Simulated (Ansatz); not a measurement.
## CH4BI, SMILES CBI: harmonic frequencies at the relaxed geometry, step by step

With Ansatz 0.2.0, Python API.

Typed at the interpreter:
```pycon
>>> import ansatz as az
>>> import numpy as np
>>> BASIS = 'def2-SVP'
>>> XC = 'r2SCAN'
>>> mol = (
...     az.Crystal.molecule()
...     .atom('C', (-0.6136, -0.0597, -0.4032))
...     .atom('B', (0.6555, -0.2592, 0.4272))
...     .atom('I', (1.8295, 1.4583, 1.091))
...     .atom('H', (-1.2999, 0.6048, 0.1757))
...     .atom('H', (-0.4078, 0.515, -1.3701))
...     .atom('H', (-1.13, -0.9739, -0.6649))
...     .atom('H', (1.0275, -1.3533, 0.6987))
... )
>>> calc = mol.calculation().basis(gaussian=BASIS).functional(XC)
>>> symbols = [site.symbol for site in mol.cartesian_sites]
>>> start = np.array([site.position_ang for site in mol.cartesian_sites], dtype=float)
>>> summary = calc.relax(force_tolerance=0.003).run(threads=1, pin='off').report

>>> end = np.array(summary['positions_ang'])
>>> print('bond        before    after (A)')
bond        before    after (A)
>>> for i, j in [(0, 1), (0, 3), (0, 4), (0, 5), (1, 2), (1, 6)]:
...     d0, d1 = (np.linalg.norm(xyz[i] - xyz[j]) for xyz in (start, end))
...     print(f'{symbols[i]}{i}-{symbols[j]}{j}'.ljust(10), f'{d0:8.4f} {d1:8.4f}')
...
C0-B1        1.5297   1.5502
C0-H3        1.1170   1.0980
C0-H4        1.1435   1.1063
C0-H5        1.0821   1.1063
B1-I2        2.1837   2.1392
B1-H6        1.1871   1.2052
>>> for i, j, k in [(1, 0, 3), (1, 0, 4), (1, 0, 5), (3, 0, 4), (3, 0, 5), (4, 0, 5), (0, 1, 2), (0, 1, 6)]:
...     u, v = end[i] - end[j], end[k] - end[j]
...     print(f'angle {symbols[i]}{i}-{symbols[j]}{j}-{symbols[k]}{k}: {np.degrees(np.arccos(np.clip(u @ v / np.linalg.norm(u) / np.linalg.norm(v), -1, 1))):.2f} deg')
...
angle B1-C0-H3: 116.26 deg
angle B1-C0-H4: 108.53 deg
angle B1-C0-H5: 108.58 deg
angle H3-C0-H4: 109.16 deg
angle H3-C0-H5: 109.18 deg
angle H4-C0-H5: 104.49 deg
angle C0-B1-I2: 122.27 deg
angle C0-B1-H6: 123.23 deg
>>> # frequencies need a stationary point, so they are taken at the relaxed geometry
>>> minimum = az.Crystal.molecule()
>>> for symbol, xyz in zip(symbols, end):
...     minimum = minimum.atom(symbol, xyz.tolist())
...
>>> vibrating = (
...     minimum.calculation()
...     .basis(gaussian=BASIS)
...     .functional(XC)
...     .phonons(temperatures=(298.15, 498.15, 100))
... )
>>> vib = vibrating.run(threads=1, pin='off').report['vibrations']
>>> sums = vib['harmonic_sums']
>>> modes = [m['omega_inv_cm'] for m in sums['modes_at_gamma'] if m['rigid_motion'] == 'no']
>>> print('frequencies (1/cm):', ' '.join(f'{w:.0f}' for w in modes))
frequencies (1/cm): 57 257 527 619 816 856 1035 1100 1298 1417 1420 2642 3015 3088 3161
>>> print('imaginary modes:', sum(w < 0 for w in modes), ' zero-point energy:', round(sums['zero_point_energy_ev'], 4), 'eV')
imaginary modes: 0  zero-point energy: 1.321 eV
>>> print('T (K)   F_vib (eV)   S_vib (meV/K)   C_vib (meV/K)')
T (K)   F_vib (eV)   S_vib (meV/K)   C_vib (meV/K)
>>> for row in zip(sums['temperatures_k'], sums['vibrational_free_energy_ev'], vib['entropy_ev_per_k'], vib['heat_capacity_ev_per_k']):
...     print(f'{row[0]:6.1f} {row[1]:11.4f} {1000 * row[2]:13.4f} {1000 * row[3]:15.4f}')
...
 298.1      1.2706        0.3395          0.3497
 398.1      1.2308        0.4584          0.4754
 498.1      1.1790        0.5767          0.5817
```

What to keep in mind:
- The frequencies are harmonic and unscaled, in a modest basis. The result belongs to the one conformer reached from this start, and soft torsions count as harmonic oscillators.
- def2 sets replace the cores of elements past krypton by effective core potentials.
- Wall time of the script: 85 s on 1 thread of Intel(R) Xeon(R) 6975P-C (Granite Rapids), with other jobs on the host, peak memory 0.22 GiB.

(Lines on the test bed's own set-up are left out of the output.)
